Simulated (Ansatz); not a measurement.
# C11H13FHf: the cost of one run

Computed with Ansatz 0.2.0, Gaussian basis. Level: one geometry, several basis sets.

Levels to be run: PBE0-D4/def2-SVP; ωB97M-V/def2-SVP; PBE0-D4/def2-QZVPP; ωB97M-V/def2-QZVPP; the functionals' def2-TZVPP values are taken from earlier runs.

### 1 The relaxed structure

All runs share one geometry, relaxed beforehand with PBE0-D4 in a triple-zeta def2 set. Hf takes the def2 core potential; no spin-orbit term is included.

SMILES `[CH3][Hf]12345678([F])([C@H]9[C@@H]1[C@@H]2[C@@H]3[C@H]94)[C@H]1[C@@H]5[C@@H]6[C@@H]7[C@H]18`, 26 atoms, charge 0, spin multiplicity 1.

Atoms are counted from 1 here; the program's logs count them from 0.

Bond lengths: C1–Hf2 2.263 Å, C1–H14 1.095 Å, C1–H15 1.096 Å, C1–H16 1.095 Å, Hf2–F3 1.937 Å, Hf2–C4 2.545 Å, Hf2–C5 2.545 Å, Hf2–C6 2.531 Å, Hf2–C7 2.507 Å, Hf2–C8 2.539 Å, Hf2–C9 2.525 Å, Hf2–C10 2.526 Å, Hf2–C11 2.535 Å, Hf2–C12 2.541 Å, Hf2–C13 2.531 Å, C4–C5 1.415 Å, C4–C8 1.404 Å, C4–H17 1.080 Å and more. Angles: Hf2–C1–H14 110.4°, Hf2–C1–H15 109.7°, Hf2–C1–H16 114.8°, H14–C1–H15 107.4°, H14–C1–H16 107.1°, H15–C1–H16 107.1°, C1–Hf2–F3 98.2°, C1–Hf2–C4 84.2°, C1–Hf2–C5 78.4°, C1–Hf2–C6 105.7°, C1–Hf2–C7 131.9°, C1–Hf2–C8 115.5°, C1–Hf2–C9 124.4°, C1–Hf2–C10 127.6°, C1–Hf2–C11 96.3°, C1–Hf2–C12 76.2°, C1–Hf2–C13 92.3°, F3–Hf2–C4 91.2° and more.

### 2 PBE0-D4 in def2-SVP

The input, in.yaml:

```yaml
crystal:
  periodic: [false, false, false]
  atoms:
    - {symbol: C, position_ang: [-1.382407, -1.899430, -0.069152]}
    - {symbol: Hf, position_ang: [-0.025378, -0.172609, 0.476799]}
    - {symbol: F, position_ang: [0.110100, -0.518858, 2.377860]}
    - {symbol: C, position_ang: [-2.204892, 1.098926, 0.808202]}
    - {symbol: C, position_ang: [-1.992292, 1.041281, -0.589358]}
    - {symbol: C, position_ang: [-0.844527, 1.796514, -0.885392]}
    - {symbol: C, position_ang: [-0.334928, 2.311493, 0.332605]}
    - {symbol: C, position_ang: [-1.194631, 1.895786, 1.371152]}
    - {symbol: C, position_ang: [2.495540, -0.300283, 0.534546]}
    - {symbol: C, position_ang: [2.167412, 0.465527, -0.602821]}
    - {symbol: C, position_ang: [1.514615, -0.382621, -1.525918]}
    - {symbol: C, position_ang: [1.444312, -1.670639, -0.956392]}
    - {symbol: C, position_ang: [2.045888, -1.618861, 0.317414]}
    - {symbol: H, position_ang: [-2.348503, -1.800646, 0.437003]}
    - {symbol: H, position_ang: [-0.933128, -2.841833, 0.263637]}
    - {symbol: H, position_ang: [-1.587934, -2.000807, -1.140120]}
    - {symbol: H, position_ang: [-2.991370, 0.595699, 1.350376]}
    - {symbol: H, position_ang: [-2.600377, 0.501128, -1.298813]}
    - {symbol: H, position_ang: [-0.422022, 1.954797, -1.866214]}
    - {symbol: H, position_ang: [0.533639, 2.943574, 0.443582]}
    - {symbol: H, position_ang: [-1.059106, 2.095487, 2.423486]}
    - {symbol: H, position_ang: [2.973446, 0.065714, 1.431660]}
    - {symbol: H, position_ang: [2.385855, 1.513082, -0.746635]}
    - {symbol: H, position_ang: [1.141074, -0.099041, -2.498951]}
    - {symbol: H, position_ang: [0.996043, -2.539756, -1.411652]}
    - {symbol: H, position_ang: [2.113570, -2.433594, 1.023095]}
basis:
  gaussian: {orbitals: def2-SVP}
hamiltonian: {xc: pbe0, dispersion: d4}
output: {orbitals: {seedname: orbitals}}
```

Run with:

```sh
ansatz run in.yaml --threads 11 --pin off --events-out ev --progress --plain --max-ram 174080MiB --backend cpu
```

Q: Estimate wall time and peak memory on 11 threads of AMD EPYC 7R13, shared host.

About 4.2 s, with a peak of 1.7 GiB.
